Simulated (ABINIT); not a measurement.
# Si in ABINIT: work function with PBE

Aim: the work function of Si with PBE.

Everything below comes from runs of ABINIT 10.8.3 (patched build). Logs are shortened: lines on timing, memory, paths and dates and some standing lists are left out, and cuts for length are marked. The log counts tension as positive stress, the text compression.

### Step 1. The sheet as given

The cell holds a sheet with vacuum, 1 atom: a = 2.399 Å, b = 2.418 Å, c = 23.800 Å, α = 90.00°, β = 90.00°, γ = 90.00°.

The cell was built by a generator and needn't be a form met in nature.

### Step 2. Work function, PBE

File run.abi:

```
# Pseudopotentials
pp_dirpath "./"
pseudos "Si.GGA_PBE-JTH.xml"

# Structure
acell 3*1.0 Angstrom
rprim
     2.3993200000     0.0000000000     0.0000000000
     0.0000000000     2.4179400000     0.0000000000
     0.0000000000     0.0000000000    23.8000000000
ntypat 1
znucl 14
natom 1
typat 1
xred
     0.5000000000     0.5000000000     0.2941200000
chkprim 0
chksymtnons 0
tolsym 1.0e-6

# Plane-wave basis
ecut 408.170794 eV
pawecutdg 30.0
pawxcdev 0

# k points
kptopt 1
ngkpt 11 11 1
nshiftk 1
shiftk 0.0 0.0 0.0

# Exchange and correlation
ixc 11

# Bands and occupations
nband 6
occopt 3
tsmear 0.00183747

# SCF cycle
nstep 120
tolvrs 1.0e-9

# Output
iomode 3
prtwf 0
prteig 0
prtebands 0
enunit 1
prtden 1
prtvha 1
prtvclmb 1
prtpot 1
```

Potentials or basis: JTH PAW PBE v2.0.

Command:

```console
mpirun --bind-to none -np 4 abinit run.abi > log 2>&1
```

run.abo:

```text
.Version 10.8.3 of ABINIT
 Symmetries : space group Pm m m (# 47); Bravais oP (primitive ortho.)
================================================================================
 Values of the parameters that define the memory need of the present run
     intxc =       0    ionmov =       0      iscf =      17    lmnmax =       8
     lnmax =       4     mgfft =     160  mpssoang =       2    mqgrid =   11090
     natom =       1  nloc_mem =       2    nspden =       1   nspinor =       1
    nsppol =       1      nsym =       8    n1xccc =       1    ntypat =       1
    occopt =       3   xclevel =       2
       mpw =        2654          nfft =       40960          nkpt =          36
 PAW method is used; the additional fine FFT grid is defined by:
   mgfftf=       225    nfftf =    129600
================================================================================
================================================================================

--------------------------------------------------------------------------------
------------- Echo of variables that govern the present computation ------------
--------------------------------------------------------------------------------
 -outvars: echo values of preprocessed input variables --------
            acell      1.8897261259E+00  1.8897261259E+00  1.8897261259E+00 Bohr
              amu      2.80855000E+01
          chkprim           0
      chksymtnons           0
             ecut      1.50000000E+01 Hartree
           enunit           1
              ixc          11
         kptrlatt       11    0    0      0   11    0      0    0    1
          kptrlen      4.98746346E+01
            natom           1
            nband           6
            ngfft          16      16     160
          ngfftdg          24      24     225
             nkpt          36
            nstep         120
             nsym           8
           ntypat           1
           occopt           3
        pawecutdg      3.00000000E+01 Hartree
         pawxcdev           0
        prtebands           0
           prteig           0
           prtpot           1
         prtvclmb           1
           prtvha           1
            prtwf           0
            rprim      2.3993200000E+00  0.0000000000E+00  0.0000000000E+00
                       0.0000000000E+00  2.4179400000E+00  0.0000000000E+00
                       0.0000000000E+00  0.0000000000E+00  2.3800000000E+01
          spgroup          47
           tolsym      1.00000000E-06
           tolvrs      1.00000000E-09
           tsmear      1.83747000E-03 Hartree
            typat      1
           useylm           1
           xangst      1.1996600000E+00  1.2089700000E+00  7.0000560000E+00
            xcart      2.2670288442E+00  2.2846221944E+00  1.3228188706E+01
             xred      5.0000000000E-01  5.0000000000E-01  2.9412000000E-01
            znucl       14.00000

================================================================================

 chkinp: Checking input parameters for consistency.

================================================================================
== DATASET  1 ==================================================================

--- !DatasetInfo
iteration_state: {dtset: 1, }
dimensions: {natom: 1, nkpt: 36, mband: 6, nsppol: 1, nspinor: 1, nspden: 1, mpw: 2654, }
cutoff_energies: {ecut:  15.0, pawecutdg:  30.0, }
electrons: {nelect:   4.00000000E+00, charge:   0.00000000E+00, occopt:   3.00000000E+00, tsmear:   1.83747000E-03, }
meta: {optdriver: 0, ionmov: 0, optcell: 0, iscf: 17, paral_kgb: 0, }
...

 Exchange-correlation functional for the present dataset will be:
  GGA: Perdew-Burke-Ernzerhof functional - ixc=11
  J.P.Perdew, K.Burke, M.Ernzerhof, PRL 77, 3865 (1996)

 Real(R)+Recip(G) space primitive vectors, cartesian coordinates (Bohr,Bohr^-1):
 R(1)=  4.5340577  0.0000000  0.0000000  G(1)=  0.2205530  0.0000000  0.0000000
 R(2)=  0.0000000  4.5692444  0.0000000  G(2)=  0.0000000  0.2188546  0.0000000
 R(3)=  0.0000000  0.0000000 44.9754818  G(3)=  0.0000000  0.0000000  0.0222343
 Unit cell volume ucvol=  9.3176685E+02 bohr^3
 Angles (23,13,12)=  9.00000000E+01  9.00000000E+01  9.00000000E+01 degrees

 Coarse grid specifications (used for wave-functions):

 getcut: wavevector=  0.0000  0.0000  0.0000  ngfft=  16  16 160
         ecut(hartree)=     15.000   => boxcut(ratio)=   2.00847

 Fine grid specifications (used for densities):

 getcut: wavevector=  0.0000  0.0000  0.0000  ngfft=  24  24 225
         ecut(hartree)=     30.000   => boxcut(ratio)=   2.01998

--- Pseudopotential description ------------------------------------------------
- pspini: atom type   1  psp file is ./Si.GGA_PBE-JTH.xml
 Pseudopotential format is: paw10
 basis_size (lnmax)=  4 (lmn_size=  8), orbitals=   0   0   1   1
 Spheres core radius: rc_sph= 1.90944987
 Shapefunction is BESSEL type: shapef(r,l)=aa(1,l)*jl(q(1,l)*r)+aa(2,l)*jl(q(2,l)*r)
 Radius for shape functions =  1.60149249
 Compensation charge density is not taken into account in XC energy/potential

   1.89291167E+01                                ecore*ucvol(ha*bohr**3)
--------------------------------------------------------------------------------

================================================================================

--- !BeginCycle
iteration_state: {dtset: 1, }
solver: {iscf: 17, nstep: 120, nline: 4, wfoptalg: 10, }
tolerances: {tolvrs: 1.00E-09, }
...

     iter   Etot(hartree)      deltaE(h)  residm     nres2
 ETOT  1  -3.9550003681314    -3.955E+00 1.593E-02 5.147E-01
 ETOT  2  -3.9562293906846    -1.229E-03 4.739E-04 9.532E-02
 ETOT  3  -3.9545458202835     1.684E-03 1.497E-04 6.442E-03
 ETOT  4  -3.9543755597844     1.703E-04 8.728E-05 3.482E-03
 ETOT  5  -3.9542195376459     1.560E-04 3.232E-04 1.305E-03
 ETOT  6  -3.9541689704272     5.057E-05 1.208E-04 8.037E-04
 ETOT  7  -3.9541243535183     4.462E-05 2.999E-04 3.299E-04
 ETOT  8  -3.9541068141156     1.754E-05 1.199E-04 2.093E-04
 ETOT  9  -3.9540860419437     2.077E-05 1.652E-05 1.164E-04
 ETOT 10  -3.9540778220894     8.220E-06 8.123E-06 9.092E-05
[... 16 lines left out ...]
 ETOT 27  -3.9540551246012    -6.915E-07 3.724E-06 3.036E-06
 ETOT 28  -3.9540591295696    -4.005E-06 1.077E-05 1.189E-06
 ETOT 29  -3.9540623727190    -3.243E-06 8.574E-05 4.854E-07
 ETOT 30  -3.9540653048700    -2.932E-06 4.834E-05 1.521E-07
 ETOT 31  -3.9540659899718    -6.851E-07 3.076E-05 1.093E-07
 ETOT 32  -3.9540675703880    -1.580E-06 1.073E-05 1.416E-08
 ETOT 33  -3.9540676821219    -1.117E-07 8.918E-06 8.098E-09
 ETOT 34  -3.9540678225846    -1.405E-07 2.028E-06 3.048E-09
 ETOT 35  -3.9540678362796    -1.369E-08 3.357E-03 1.545E-09
 ETOT 36  -3.9540678453418    -9.062E-09 1.568E-03 2.176E-10

 At SCF step   36       nres2   =  2.18E-10 < tolvrs=  1.00E-09 =>converged.

 Cartesian components of stress tensor (hartree/bohr^3)
  sigma(1 1)= -9.60129320E-06  sigma(3 2)=  0.00000000E+00
  sigma(2 2)=  4.67632462E-06  sigma(3 1)=  0.00000000E+00
  sigma(3 3)= -3.40348068E-07  sigma(2 1)=  0.00000000E+00

--- !ResultsGS
iteration_state: {dtset: 1, }
comment   : Summary of ground state results
lattice_vectors:
- [  4.5340577,   0.0000000,   0.0000000, ]
- [  0.0000000,   4.5692444,   0.0000000, ]
- [  0.0000000,   0.0000000,  44.9754818, ]
lattice_lengths: [   4.53406,    4.56924,   44.97548, ]
lattice_angles: [ 90.000,  90.000,  90.000, ] # degrees, (23, 13, 12)
lattice_volume:   9.3176685E+02
convergence: {deltae: -9.062E-09, res2:  2.176E-10, residm:  1.568E-03, diffor: null, }
etotal    :  -3.95406785E+00
entropy   :   0.00000000E+00
fermie    :  -1.18563611E-01
cartesian_stress_tensor: # hartree/bohr^3
- [ -9.60129320E-06,   0.00000000E+00,   0.00000000E+00, ]
- [  0.00000000E+00,   4.67632462E-06,   0.00000000E+00, ]
- [  0.00000000E+00,   0.00000000E+00,  -3.40348068E-07, ]
pressure_GPa:   5.1637E-02
xred      :
- [  5.0000E-01,   5.0000E-01,   2.9412E-01, Si]
cartesian_forces: # hartree/bohr
- [ -0.00000000E+00,  -0.00000000E+00,  -0.00000000E+00, ]
force_length_stats: {min:   0.00000000E+00, max:   0.00000000E+00, mean:   0.00000000E+00, }
...

 Integrated electronic density in atomic spheres:
 ------------------------------------------------
 Atom  Sphere_radius  Integrated_density
    1        1.90945          1.49138856

================================================================================

 ----iterations are completed or convergence reached----

 Mean square residual over all n,k,spin=   85.805E-07; max=  15.677E-04
 reduced coordinates (array xred) for    1 atoms
       0.500000000000      0.500000000000      0.294120000000
 rms dE/dt=  0.0000E+00; max dE/dt=  0.0000E+00; dE/dt below (all hartree)
    1       0.000000000000      0.000000000000      0.000000000000

 cartesian coordinates (angstrom) at end:
    1      1.19966000000000     1.20897000000000     7.00005600000000

 cartesian forces (hartree/bohr) at end:
    1     -0.00000000000000    -0.00000000000000    -0.00000000000000
 frms,max,avg= 0.0000000E+00 0.0000000E+00   0.000E+00  0.000E+00  0.000E+00 h/b

 cartesian forces (eV/Angstrom) at end:
    1     -0.00000000000000    -0.00000000000000    -0.00000000000000
 frms,max,avg= 0.0000000E+00 0.0000000E+00   0.000E+00  0.000E+00  0.000E+00 e/A
 length scales=  1.889726125908  1.889726125908  1.889726125908 bohr
              =  1.000000000000  1.000000000000  1.000000000000 angstroms
 Fermi (or HOMO) energy (eV) =  -3.22628   Average Vxc (eV)=  -1.98893
 Eigenvalues (   eV  ) for nkpt=  36  k points:
 kpt#   1, nband=  6, wtk=  0.00826, kpt=  0.0000  0.0000  0.0000 (reduced coord)
 -14.71720   -6.38853   -0.14105    1.16531    1.34916    2.06939
 prteigrs : prtvol=0 or 1, do not print more k-points.

--- !EnergyTerms
iteration_state     : {dtset: 1, }
comment             : Components of total free energy in Hartree
kinetic             :  1.45650136668900E+00
hartree             :  1.44448609123050E+01
xc                  : -2.35798894716836E+00
Ewald energy        :  1.13319751893705E+01
psp_core            :  2.03152932800148E-02
local_psp           : -3.07032118728087E+01
PAW spherical_terms :  1.85368963838366E+00
internal            : -3.95385841994895E+00
'-kT*entropy'       : -2.12951599334913E-04
total_energy        : -3.95407137154828E+00
total_energy_eV     : -1.07595763335376E+02
...

--- !EnergyTermsDC
iteration_state     : {dtset: 1, }
comment             : '"Double-counting" decomposition of free energy'
band_energy         : -1.16372759415270E+00
Ewald energy        :  1.13319751893705E+01
psp_core            :  2.03152932800148E-02
xc_dc               : -1.51426901538042E+01
PAW spherical_terms :  1.00027237156393E+00
internal            : -3.95385489374245E+00
'-kT*entropy'       : -2.12951599334913E-04
total_energy_dc     : -3.95406784534179E+00
total_energy_dc_eV  : -1.07595667382409E+02
...

--- !EnergyTermsWithPAWCore
iteration_state     : {dtset: 1, }
comment             : 'Components of total free energy, including PAW core contributions'
Total energy        : -2.90003232971622E+02
Total energy DC     : -2.90003229445415E+02
Total energy (eV)   : -7.89138998497401E+03
Total energy DC (eV): -7.89138988902104E+03
...

 Cartesian components of stress tensor (hartree/bohr^3)
  sigma(1 1)= -9.60129320E-06  sigma(3 2)=  0.00000000E+00
  sigma(2 2)=  4.67632462E-06  sigma(3 1)=  0.00000000E+00
  sigma(3 3)= -3.40348068E-07  sigma(2 1)=  0.00000000E+00

-Cartesian components of stress tensor (GPa)         [Pressure=  5.1637E-02 GPa]
- sigma(1 1)= -2.82479799E-01  sigma(3 2)=  0.00000000E+00
- sigma(2 2)=  1.37582220E-01  sigma(3 1)=  0.00000000E+00
- sigma(3 3)= -1.00133859E-02  sigma(2 1)=  0.00000000E+00

== END DATASET(S) ==============================================================
================================================================================

 -outvars: echo values of variables after computation  --------
            acell      1.8897261259E+00  1.8897261259E+00  1.8897261259E+00 Bohr
           etotal     -3.9540678453E+00
            fcart     -0.0000000000E+00 -0.0000000000E+00 -0.0000000000E+00
            rprim      2.3993200000E+00  0.0000000000E+00  0.0000000000E+00
                       0.0000000000E+00  2.4179400000E+00  0.0000000000E+00
                       0.0000000000E+00  0.0000000000E+00  2.3800000000E+01
           strten     -9.6012932047E-06  4.6763246207E-06 -3.4034806825E-07
                       0.0000000000E+00  0.0000000000E+00  0.0000000000E+00
           xangst      1.1996600000E+00  1.2089700000E+00  7.0000560000E+00
             xred      5.0000000000E-01  5.0000000000E-01  2.9412000000E-01
 Calculation completed.
```

Wall time 14 s (4 MPI ranks of Arm Neoverse V2, shared host); peak memory 0.4 GiB.

What came out:

* Free energy: -107.5957 eV
* Band gap on the k mesh: none (metal or under the smearing width)
* Valence electrons inside the program's atomic spheres: Si 1.49 (radii [1.0104] Å)
* Work function: 4.67 eV

Stress tensor (GPa, compression positive):
```
 0.28  0.00  0.00
 0.00 -0.14  0.00
 0.00  0.00  0.01
```
